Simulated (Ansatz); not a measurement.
**Ge2− (doublet): the correlation ladder, aug-cc-pVDZ**

The task here is to estimate one member of a computed series from the others.

Method: aug-cc-pVDZ, core rule «outside noble gas», up to 28 orbitals frozen; program: Ansatz 0.2.0, Gaussian basis.

Plan: UHF; CCSD(T) on ROHF; BCCD(T) on ROHF; CISD as a restricted active space (open shells left free, so some higher excitations enter); CCSDT(Q) on ROHF; CASSCF and MRCISD+Q, 9 electrons in 8 orbitals; CASSCF and MRCISD+Q(relaxed), 9 electrons in 8 orbitals; CASSCF and NEVPT2, 9 electrons in 8 orbitals.

20 further runs of the same task are left out: 11 that didn't finish, 9 set aside as unsound or not needed. Runs told in other sessions of the task aren't counted.

### The system

The geometry is a PBE0/def2-TZVPD stationary point (not a proven minimum) of the parent state, kept for this charge and spin. No spin-orbit coupling is included. The filled d shell of Ge may be among the frozen orbitals whatever the setting's name suggests.

2 atoms, charge -1, spin multiplicity 2.

Atoms are counted from 1 here; the program's logs count them from 0.

Bond lengths: Ge1–Ge2 2.526 Å.

As a file:

```xyz
2
Ge2
Ge    0.0000    0.0000    0.0000
Ge    0.0000    0.0000    2.5258
```

The first run:

The input, in.yaml:

```yaml
crystal:
  periodic: [false, false, false]
  atoms:
    - {symbol: Ge, position_ang: [0.000000, 0.000000, 0.000000]}
    - {symbol: Ge, position_ang: [0.000000, 0.000000, 2.525800]}
basis:
  gaussian: {orbitals: aug-cc-pVDZ}
total_charge: -1
magnetization: {spin_polarized: true, initial_magnetization: 1}
hamiltonian: {xc: hf}
output: {orbitals: {seedname: orbitals}}
```

On the command line:

```sh
> ansatz run in.yaml --threads 1 --pin off --events-out ev --progress --plain --max-ram 2393MiB
```

Steps of the session up to this table: UHF; CCSD(T) on ROHF; BCCD(T) on ROHF; CISD as a restricted active space (open shells left free, so some higher excitations enter); CCSDT(Q) on ROHF; CASSCF and MRCISD+Q, 9 electrons in 8 orbitals; CASSCF and MRCISD+Q(relaxed), 9 electrons in 8 orbitals; CASSCF and NEVPT2, 9 electrons in 8 orbitals.

One table of the session follows, with a row left open; its other results are not shown here.

It belongs to the step «Misses and costs». 

```
                   method  from RCCSDT(Q) (meV)
                     ROHF               +5618.6
                     RMP2                +982.3
                     CISD                +943.0
                    RCCSD                +444.3
                 RCCSD(T)                 +78.1
                  BCCD(T)                 +79.2
                   RCCSDT                 +49.2
                RCCSDT(Q)                     0
           CASSCF valence                     ?
           NEVPT2 valence                +857.3
           MRCISD valence                +352.5
         MRCISD+Q valence                  +8.1
MRCISD+Q(relaxed) valence                  -7.9
```

**Question.** Estimate the row for CASSCF valence.

The run gave: from RCCSDT(Q) (meV): +3690.4. In the column «from RCCSDT(Q) (meV)» it lies between RMP2 (+982.3) and ROHF (+5618.6).
